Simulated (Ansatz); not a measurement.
# In4O6F: the cost of one run

Computed with Ansatz 0.2.0 (DFT LDA, scalar-relativistic, plane waves, PAW, unless a step's input says otherwise).

1 further run of the same task is left out (set aside as unsound or not needed).

**1. The starting structure**

It takes space group R-3c (No. 167, trigonal). The conventional cell has a = 5.461 Å, b = 5.461 Å, c = 14.369 Å, α = 90.00°, β = 90.00°, γ = 120.00°. In (site symmetry 3) is surrounded by 6 O at 2.11 to 2.24 Å. Around O (site symmetry 2) lie 4 In at 2.11 to 2.24 Å.

Structure file:

```cif
data_structure
_symmetry_space_group_name_H-M 'R-3c:H'
_symmetry_Int_Tables_number 167
_cell_length_a 5.4610
_cell_length_b 5.4610
_cell_length_c 14.3693
_cell_angle_alpha 90.000
_cell_angle_beta 90.000
_cell_angle_gamma 120.000
_cell_volume 371.12
loop_
_atom_site_label
_atom_site_type_symbol
_atom_site_symmetry_multiplicity
_atom_site_Wyckoff_symbol
_atom_site_fract_x
_atom_site_fract_y
_atom_site_fract_z
_atom_site_occupancy
In1 In 12 c 0.66667 0.33333 0.19101 1
O1 O 18 e 0.62887 0.66667 0.41667 1
```

It is the result of an earlier relaxation at this level (volume 12.37 Å³/atom; gap on the mesh: 1.29 eV).

**2. Plan of the line**

Atoms count from 1 in the order of the input.

A guest moved over a lattice plane through the rigid host; the plane is (1 0 1) of the conventional cell, half-way across the widest gap between atomic layers, origin above In3.

- place of F11 along a1: 6 values from 0.000 to 0.833, periodic
- place of F11 along a2: 6 values from 0.000 to 0.833, periodic

Nothing else is relaxed (host rigid, guest held in the plane). Points are written as (first, second).

The two vectors of the plane (Å): (2.730, -4.729, 0.000); (2.730, -1.576, -4.790).

**3. Grid point (0/6, 4/6) of the map's two axes**

input.yaml reads:

```yaml
crystal:
  lattice:
    - [2.730497382, 1.5764533985, 4.7897588657]
    - [-2.730497382, 1.5764533985, 4.7897588657]
    - [0.0, -3.1529067971, 4.7897588657]
  atoms:
    - { symbol: In, position: [0.3576814434, 0.3576814434, 0.3576814434] }
    - { symbol: In, position: [0.1423185566, 0.1423185566, 0.1423185566] }
    - { symbol: In, position: [0.6423185566, 0.6423185566, 0.6423185566] }
    - { symbol: In, position: [0.8576814434, 0.8576814434, 0.8576814434] }
    - { symbol: O, position: [0.5455376713, 0.9544623287, 0.25] }
    - { symbol: O, position: [0.25, 0.5455376713, 0.9544623287] }
    - { symbol: O, position: [0.9544623287, 0.25, 0.5455376713] }
    - { symbol: O, position: [0.4544623287, 0.0455376713, 0.75] }
    - { symbol: O, position: [0.75, 0.4544623287, 0.0455376713] }
    - { symbol: O, position: [0.0455376713, 0.75, 0.4544623287] }
    - { symbol: F, position: [0.6961885405, -0.0433853165, 0.6232813502] }
total_charge: -1
basis:
  ecutwfc: 420
kpoints:
  mp_grid: { grid: [6, 6, 6] }
hamiltonian:
  xc: lda
  pseudopotentials: { kind: paw, azcp: { folder: soft_1 } }
scf:
  occupations: { method: gaussian, width: 0.05 }
output:
  forces: true
  stress: true
  eigenvalues: true
  write_density: true
  write_potential: true
  elf: true
  volumetric_format: npy
```

Command:

```bash
$ ansatz run input.yaml --threads 4 --pin off --max-ram 8192MiB --backend cpu --events-out ev --progress --plain --runs-dir out
```

What time and memory should one allow on 4 threads of Arm Neoverse V1, shared host?

About 45 s, with a peak of 0.83 GiB.
